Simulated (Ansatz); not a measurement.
# Pt: sliding across a plane

The task, for Pt: slide the crystal rigidly across a (0 1 1) plane.

The COD entry's cell or inner coordinates are ideal or old and differ from later refinements, so a difference from it is no clean test against experiment.

Computed with Ansatz 0.2.0 (DFT PBEsol, scalar-relativistic, plane waves, PAW, unless a step's input says otherwise).

## (1) The starting structure

The structure is cubic, space group Fm-3m (No. 225). Conventional cell: a = 3.916 Å, b = 3.916 Å, c = 3.916 Å, α = 90.00°, β = 90.00°, γ = 90.00°. Around Pt (site symmetry m-3m) lie 12 Pt at 2.77 Å.

Coordinates:

```
Pt
1.0
     3.91580    0.00000    0.00000
     0.00000    1.95790   -1.95790
     0.00000    7.83160    7.83160
Pt
8
Direct
  0.00000 0.00000 0.00000
  0.50000 0.50000 0.12500
  0.00000 0.00000 0.25000
  0.50000 0.50000 0.37500
  0.00000 0.00000 0.50000
  0.50000 0.50000 0.62500
  0.00000 0.00000 0.75000
  0.50000 0.50000 0.87500
```

The cell is taken as given, not relaxed at this level.

## (2) Zero of energy

The cell is repeated 8 times, 8 atoms in all. Reference values: F = -99070.6442 eV; pressure 0.60 GPa; largest force 0.000 eV/Å; gap on the mesh none (metal). It was computed beforehand with the settings of the runs below.

## (3) Next: sliding across a plane

The cut lies on the cell's a–b face, a (0 1 1) plane of area 10.84 Å², between layers 1.38 Å apart (Pt below, Pt above); the cell is 11.1 Å thick. Vector c is tilted by f times 1·a − 1·b (length 4.796 Å) with the atoms' Cartesian places fixed: one unrelaxed fault per cell.

## (4) Point f = 0.200

File input.yaml:

```yaml
crystal:
  lattice:
    - [3.9158, 0.0, 0.0]
    - [0.0, 1.9579, -1.9579]
    - [0.78316, 7.44002, 8.22318]
  atoms:
    - { symbol: Pt, position: [-0.1875, 0.1875, 0.9375] }
    - { symbol: Pt, position: [0.4875, 0.5125, 0.0625] }
    - { symbol: Pt, position: [-0.0375, 0.0375, 0.1875] }
    - { symbol: Pt, position: [0.4375, 0.5625, 0.3125] }
    - { symbol: Pt, position: [-0.0875, 0.0875, 0.4375] }
    - { symbol: Pt, position: [0.3875, 0.6125, 0.5625] }
    - { symbol: Pt, position: [-0.1375, 0.1375, 0.6875] }
    - { symbol: Pt, position: [0.3375, 0.6625, 0.8125] }
basis:
  ecutwfc: 420
kpoints:
  mp_grid: { grid: [12, 17, 5] }
hamiltonian:
  xc: pbesol
scf:
  occupations: { method: gaussian, width: 0.15 }
output:
  forces: true
  stress: true
  eigenvalues: true
```

Command:

```bash
$ ansatz run input.yaml --threads 2 --pin off --max-ram 5120MiB --backend cpu --events-out ev --progress --plain --runs-dir out
```

## (5) f = 0.100

File input.yaml:

```yaml
crystal:
  lattice:
    - [3.9158, 0.0, 0.0]
    - [0.0, 1.9579, -1.9579]
    - [0.39158, 7.63581, 8.02739]
  atoms:
    - { symbol: Pt, position: [-0.09375, 0.09375, 0.9375] }
    - { symbol: Pt, position: [0.49375, 0.50625, 0.0625] }
    - { symbol: Pt, position: [-0.01875, 0.01875, 0.1875] }
    - { symbol: Pt, position: [0.46875, 0.53125, 0.3125] }
    - { symbol: Pt, position: [-0.04375, 0.04375, 0.4375] }
    - { symbol: Pt, position: [0.44375, 0.55625, 0.5625] }
    - { symbol: Pt, position: [-0.06875, 0.06875, 0.6875] }
    - { symbol: Pt, position: [0.41875, 0.58125, 0.8125] }
basis:
  ecutwfc: 420
kpoints:
  mp_grid: { grid: [12, 17, 5] }
hamiltonian:
  xc: pbesol
scf:
  occupations: { method: gaussian, width: 0.15 }
output:
  forces: true
  stress: true
  eigenvalues: true
```

## (6) At f = 0.300

File input.yaml:

```yaml
crystal:
  lattice:
    - [3.9158, 0.0, 0.0]
    - [0.0, 1.9579, -1.9579]
    - [1.17474, 7.24423, 8.41897]
  atoms:
    - { symbol: Pt, position: [-0.28125, 0.28125, 0.9375] }
    - { symbol: Pt, position: [0.48125, 0.51875, 0.0625] }
    - { symbol: Pt, position: [-0.05625, 0.05625, 0.1875] }
    - { symbol: Pt, position: [0.40625, 0.59375, 0.3125] }
    - { symbol: Pt, position: [-0.13125, 0.13125, 0.4375] }
    - { symbol: Pt, position: [0.33125, 0.66875, 0.5625] }
    - { symbol: Pt, position: [-0.20625, 0.20625, 0.6875] }
    - { symbol: Pt, position: [0.25625, 0.74375, 0.8125] }
basis:
  ecutwfc: 420
kpoints:
  mp_grid: { grid: [12, 17, 5] }
hamiltonian:
  xc: pbesol
scf:
  occupations: { method: gaussian, width: 0.15 }
output:
  forces: true
  stress: true
  eigenvalues: true
```

(Steps that only read results are left out.)

What does the calculation give? Wanted: largest shear traction sampled.

The runs gave:

| quantity | value |
| --- | --- |
| highest fault energy sampled | 24931 mJ/m² at f = 0.300 |
| largest shear traction sampled | 595.0 GPa |

In words: The highest point computed is 24931 mJ/m², at f = 0.300; the true top can lie between points. The values are for rigid blocks: relaxation normal to the plane would bring them down. The runs treat Pt without spin-orbit coupling. Where forces pass 15 eV/Å atoms stand far too close, the PAW spheres overlap strongly and those numbers are rough.
